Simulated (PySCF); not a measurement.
# MoNMe3: geometry, NMR shifts and electronic excitations

What NMR shifts and electronic excitations should MoNMe3 (`[CH3][Mo]([CH3])([CH3])#[N]`) show?

Programs: PySCF 2.14.0, with density-fitted response routines of our own. Each step states its level of theory. These are calculated values for one molecule in the gas phase, unless marked as measured. Atoms count from 0, in the outputs and in this text.

### Step 1. The starting structure

14 atoms, charge 0, multiplicity 1; geometry from: GFN2-xTB. The atoms were then displaced at random by about 0.03 Å, so the start is not that level's minimum.

Bonds of the start (Å): Mo0–N1 1.70, Mo0–C2 2.03, Mo0–C6 2.21, Mo0–C10 2.12, C2–H3 1.21, C2–H4 1.12, C2–H5 1.12, C6–H7 1.08, C6–H8 1.06, C6–H9 1.10, C10–H11 1.06, C10–H12 1.02, C10–H13 1.11.

### Step 2. Relaxing the molecule at PBE0-D3(BJ)/def2-SVP

What the job is given:

```
{"job": {"xc": "PBE0", "basis": "def2-SVP", "d3": "d3bj", "grid": 1, "maxiter": 40, "shake": 0.03, "kind": "geom"}, "charge": 0, "multiplicity": 1}
Mo     0.064870    -0.073120     0.362970
N     -0.005420    -0.004910     2.061570
C      2.022320     0.008160    -0.165770
H      2.742010     0.856460     0.304290
H      2.228750     0.055320    -1.267100
H      2.569340    -0.892640     0.202580
C     -1.024180     1.790200    -0.131930
H     -2.037410     1.815450     0.247070
H     -1.127110     1.955660    -1.171130
H     -0.576360     2.688060     0.315170
C     -1.053850    -1.817300    -0.092310
H     -2.050720    -1.785850     0.270420
H     -0.650970    -2.674310     0.299690
H     -1.120700    -1.964990    -1.192300
```

The run is started by

```
> OMP_NUM_THREADS=1 python probes_run.py task.json out
```

This one command runs all jobs of the session in turn.

**Question.** This job is followed by: GIAO PBE0/pcSseg-1 Mo:def2-TZVP NMR shielding, non-relativistic, gas phase; TDDFT PBE0/def2-SVPD, vertical, gas phase, core orbitals frozen in the response; GIAO KT2/pcSseg-1 Mo:def2-TZVP NMR shielding, non-relativistic, gas phase. What will the session give for the following? rotational constants (main isotopes); 13C shifts against TMS (PBE0/def2-TZVP+pcSseg-1, means over atoms taken as alike); 1H shifts against TMS (PBE0/def2-TZVP+pcSseg-1, means over atoms taken as alike); 15N shifts against NH3 (PBE0/def2-TZVP+pcSseg-1); surface potential, 1st and 99th percentile; lowest singlet (PBE0/def2-SVPD); brightest single state of those computed; lowest triplet; vertical ionisation energy (ΔSCF); vertical electron affinity (ΔSCF); range of the shift of N1.

As calculated:

| quantity | value |
| --- | --- |
| rotational constants (main isotopes) | 3.25, 3.23, 2.41 GHz |
| 13C shifts against TMS (PBE0/def2-TZVP+pcSseg-1, means over atoms taken as alike) | 39.7 ppm |
| 1H shifts against TMS (PBE0/def2-TZVP+pcSseg-1, means over atoms taken as alike) | 1.21 ppm |
| 15N shifts against NH3 (PBE0/def2-TZVP+pcSseg-1) | 1002.4 ppm |
| surface potential, 1st and 99th percentile | -1.58 V and 1.73 V |
| lowest singlet (PBE0/def2-SVPD) | 4.29 eV (289 nm), f = 0.000 |
| brightest single state of those computed | state 10, 5.46 eV, f = 0.023 |
| lowest triplet | 3.64 eV |
| vertical ionisation energy (ΔSCF) | 9.69 eV |
| vertical electron affinity (ΔSCF) | 0.32 eV |
| range of the shift of N1 | 855.8 to 1002.4 ppm |

What this shows: The start was shaken at random, so part of the energy gained undoes that. Relaxing lowered the energy by 0.862 eV in 6 steps; the close pair that moved most is Mo0–C6, from 2.214 to 2.098 Å. At PBE0/def2-TZVP+pcSseg-1: The widest tensor belongs to N1: span 1169 ppm, with a paramagnetic part of -1070 ppm. The lowest singlet, at 4.29 eV, is HOMO−1→LUMO 0.47, HOMO−2→LUMO+1 0.22 and is dark; of the 10 states computed, the strongest absorption comes from states 8 to 9 together at 5.27 eV. The lowest triplet lies 0.65 eV below the lowest singlet (triplets in Tamm-Dancoff, singlets in full TDDFT). The orbital energy would give 7.96 eV for ionisation, ΔSCF gives 9.69 eV. Across the 2 runs the shift of N1 moves most, between 855.8 (KT2/def2-TZVP+pcSseg-1) and 1002.4 ppm (PBE0/def2-TZVP+pcSseg-1). Spin-orbit coupling is left out, which matters for shieldings and couplings at and beside the heavy atoms.
